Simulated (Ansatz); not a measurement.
# LiMg: the crystal squeezed far

An exercise on one series of results from a longer session: the logs are not shown, and one member is left open.

Computed with Ansatz 0.2.0 (DFT PBEsol, with the methods named in each step, unless a step's input says otherwise).

1 further run of the same task is left out (it didn't finish).

### Starting point

Symmetry: R-3m, No. 166, trigonal system. Conventional cell: a = 3.092 Å, b = 3.092 Å, c = 15.243 Å, α = 90.00°, β = 90.00°, γ = 120.00°. Li (site symmetry -3m) is surrounded by 6 Li at 3.09 Å and 6 Mg at 3.10 Å. Mg (site symmetry -3m) is surrounded by 6 Mg at 3.09 Å and 6 Li at 3.10 Å.

Structure file:

```cif
data_structure
_symmetry_space_group_name_H-M 'P 1'
_symmetry_Int_Tables_number 1
_cell_length_a 5.3854
_cell_length_b 5.3854
_cell_length_c 5.3854
_cell_angle_alpha 33.360
_cell_angle_beta 33.360
_cell_angle_gamma 33.360
_cell_volume 42.06
loop_
_atom_site_label
_atom_site_type_symbol
_atom_site_fract_x
_atom_site_fract_y
_atom_site_fract_z
_atom_site_occupancy
Li1 Li 0.00000 0.00000 0.00000 1
Mg1 Mg 0.50000 0.50000 0.50000 1
```

Whether this phase is the stable one at these pressures isn't tested.

Atoms are numbered in the order of the input: Li1, Mg2.

Set-up of the first run:

Input file input.yaml:

```yaml
crystal:
  lattice:
    - [1.5457510101, 0.8924397618, 5.0810520986]
    - [-1.5457510101, 0.8924397618, 5.0810520986]
    - [0.0, -1.7848795236, 5.0810520986]
  atoms:
    - { symbol: Li, position: [0.0, 0.0, 0.0] }
    - { symbol: Mg, position: [0.5, 0.5, 0.5] }
kpoints:
  mp_grid: { grid: [14, 14, 14] }
  band_path:
    path:
      - [0.0, 0.0, 0.0]
      - [0.5, 0.5, 0.5]
      - [0.8127668865, 0.1872331135, 0.5]
      - [0.5, -0.1872331135, 0.1872331135]
      - [0.5, 0.0, 0.0]
      - [0.0, 0.0, 0.0]
      - [0.3436165568, -0.3436165568, 0.0]
      - [0.6563834432, 0.0, 0.3436165568]
      - [0.5, 0.0, 0.5]
    npoints: 14
scf:
  occupations: { method: fermi_dirac, width: 0.05 }
hamiltonian:
  xc: pbesol
  pseudopotentials: { kind: all_electron, lapw: { basis_error: 0.001 } }
output:
  forces: true
  stress: true
  eigenvalues: true
  populations: true
```

Started as:

```bash
$ ansatz run input.yaml --threads 1 --pin off --max-ram 2048MiB --backend cpu --events-out ev --progress --plain --runs-dir out
```

Among the steps run: The reference volume, LAPW; Volume scaled by 1, norm-conserving; Volume scaled by 0.9, LAPW; Volume scaled by 0.55, LAPW; Volume scaled by 0.5, LAPW; Volume scaled by 0.5, norm-conserving.

One table of the session follows, with a row left open; its other results are not shown here.

| method | volume over the first | volume (Å³/atom) | pressure (GPa) |
| --- | --- | --- | --- |
| LAPW | 1 | 21.028 | -0.19 |
| LAPW | 0.9 | 18.925 | 2.95 |
| LAPW | 0.55 | 11.565 | 42.43 |
| LAPW | 0.5 | 10.514 | 58.02 |
| PAW | 1 | 21.028 | -0.18 |
| PAW | 0.9 | 18.925 | 2.96 |
| PAW | 0.55 | 11.565 | 42.42 |
| PAW | 0.5 | ? | ? |
| norm-conserving | 1 | 21.028 | -0.16 |
| norm-conserving | 0.5 | 10.514 | 58.34 |

Estimate the missing values for PAW, 0.5.

The run gave: volume (Å³/atom): 10.514; pressure (GPa): 57.99.

Limits of these values: Rows by PAW come from runs of the same series that aren't printed here.
